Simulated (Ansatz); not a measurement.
**CH6AlInO2: small, medium and large basis sets**

An exercise on one series of results from a longer session: the logs are not shown, and one member is left open.

The runs use Ansatz 0.2.0, Gaussian basis; one geometry, several basis sets.

The runs, in order: PBE0-D4/def2-SVP; ωB97M-V/def2-SVP; PBE0-D4/def2-QZVPP; ωB97M-V/def2-QZVPP; the functionals' def2-TZVPP values are taken from earlier runs.

### The geometry

An earlier PBE0-D4 in a triple-zeta def2 set relaxation fixed the geometry. In takes the def2 core potential; no spin-orbit term is included.

SMILES `OC[O][AlH][InH2]`, 11 atoms, charge 0, spin multiplicity 1.

Atoms are counted from 1 here; the program's logs count them from 0.

Bond lengths: O1–C2 1.445 Å, O1–H6 0.961 Å, C2–O3 1.352 Å, C2–H7 1.099 Å, C2–H8 1.099 Å, O3–Al4 1.731 Å, Al4–In5 2.625 Å, Al4–H9 1.588 Å, In5–H10 1.736 Å, In5–H11 1.735 Å. Angles: C2–O1–H6 110.1°, O1–C2–O3 110.1°, O1–C2–H7 107.8°, O1–C2–H8 107.8°, O3–C2–H7 110.8°, O3–C2–H8 110.7°, H7–C2–H8 109.6°, C2–O3–Al4 131.8°, O3–Al4–In5 101.4°, O3–Al4–H9 111.3°, In5–Al4–H9 147.3°, Al4–In5–H10 121.9°, Al4–In5–H11 122.4°, H10–In5–H11 115.6°.

Set-up of the first run:

Input file in.yaml:

```yaml
crystal:
  periodic: [false, false, false]
  atoms:
    - {symbol: O, position_ang: [0.936661, -0.562318, -0.197899]}
    - {symbol: C, position_ang: [0.550699, -0.799468, 1.174251]}
    - {symbol: O, position_ang: [-0.607854, -0.158405, 1.448494]}
    - {symbol: Al, position_ang: [-1.618689, 0.861570, 0.481171]}
    - {symbol: In, position_ang: [-0.310448, 0.882417, -1.794133]}
    - {symbol: H, position_ang: [1.768574, -1.004761, -0.388492]}
    - {symbol: H, position_ang: [1.360943, -0.433172, 1.820153]}
    - {symbol: H, position_ang: [0.435831, -1.884213, 1.307483]}
    - {symbol: H, position_ang: [-2.881399, 1.366361, 1.300536]}
    - {symbol: H, position_ang: [0.947627, 2.033876, -2.118268]}
    - {symbol: H, position_ang: [-0.581966, -0.301886, -3.033264]}
basis:
  gaussian: {orbitals: def2-SVP}
hamiltonian: {xc: pbe0, dispersion: d4}
output: {orbitals: {seedname: orbitals}}
```

On the command line:

```sh
$ ansatz run in.yaml --threads 4 --pin off --events-out ev --progress --plain --max-ram 10444MiB
```

Among the steps run: PBE0-D4 in def2-SVP; ωB97M-V in def2-SVP; PBE0-D4 in def2-QZVPP; ωB97M-V in def2-QZVPP.

One of the session's tables, all rows but one given; the rest of the session is left out.

It belongs to the step «Density functionals: the series». 

```
functional       basis  HOMO (eV)
   PBE0-D4    def2-SVP      -6.33
   PBE0-D4  def2-TZVPP          ?
   PBE0-D4  def2-QZVPP      -6.38
   ωB97M-V    def2-SVP      -8.24
   ωB97M-V  def2-TZVPP      -8.32
   ωB97M-V  def2-QZVPP      -8.33
```

Q: Estimate the row for PBE0-D4, def2-TZVPP from the others.

**Answer.** HOMO (eV): -6.37. In the column «HOMO (eV)» it lies between PBE0-D4, def2-QZVPP (-6.38) and PBE0-D4, def2-SVP (-6.33).
